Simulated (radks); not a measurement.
# Valence configurations of Pb

An exercise on one series of results from a longer session: the logs are not shown, and one member is left open.

Program: radks (a radial shooting solver on a logarithmic mesh, Libxc functionals) version 1. Level of theory: scalar-relativistic Kohn-Sham, LDA (Slater exchange, Perdew-Wang correlation), spin-polarised, spherical densities, point nucleus; open shells are filled with parallel spins first. These are calculated values, not measurements, unless marked.

### The system

| Property | Result |
| --- | --- |
| element | lead (Z = 82) |
| charge | 0 |
| electrons | 82 |
| configuration | [Hg] 6p2 |
| others tried | [Xe] 4f14 5d10 6p4; [Xe] 4f14 5d9 6s2 6p3; [Xe] 4f14 5d8 6s2 6p4; [Xe] 4f13 5d9 6s2 6p4; [Xe] 4f13 5d10 6s2 6p3; [Xe] 4f13.5 5d10 6s2 6p2.5; [Xe] 4f14 5d10 6s1 6p3; [Xe] 4f14 5d10 6s1.5 6p2.5; [Xe] 4f14 5d6 6s2 6p6 |

Outer shells as boxes (Hund's rule):

Pb
```
[Hg] core
6p [↑ ][↑ ][  ]
```

Set-up of the first run:

Input:

```text
Z 82
configuration [Hg] 6p2
relativity scalar-relativistic
functional lda,pw
spin polarised
nucleus point
c 137.035999084
```

Steps of the session up to this table: [Hg] 6p2.

One of the session's tables, all rows but one given; the rest of the session is left out.

It belongs to the step «[Hg] 6p2». From the orbitals of this run (lengths in bohr):

| level | <r> | outermost maximum (interpolated) | 90 % within | nodes |
| --- | --- | --- | --- | --- |
| 5p up | 0.9766 | 0.881 | 1.41 | 3 |
| 5p down | 0.9761 | 0.881 | 1.41 | 3 |
| 5d up | 1.311 | 1.07 | 2.00 | 2 |
| 5d down | ? | ? | ? | ? |
| 6s up | 2.314 | 1.97 | 3.41 | 5 |
| 6s down | 2.292 | 1.95 | 3.38 | 5 |
| 6p up | 3.308 | 2.65 | 5.04 | 4 |
| 6p down | 3.402 | 2.63 | 5.28 | 4 |

**Question.** Estimate the row for 5d down.

**Answer.** <r>: 1.302; outermost maximum (interpolated): 1.07; 90 % within: 1.98; nodes: 2. In the column «<r>» it lies between 5p up (0.9766) and 5d up (1.311).
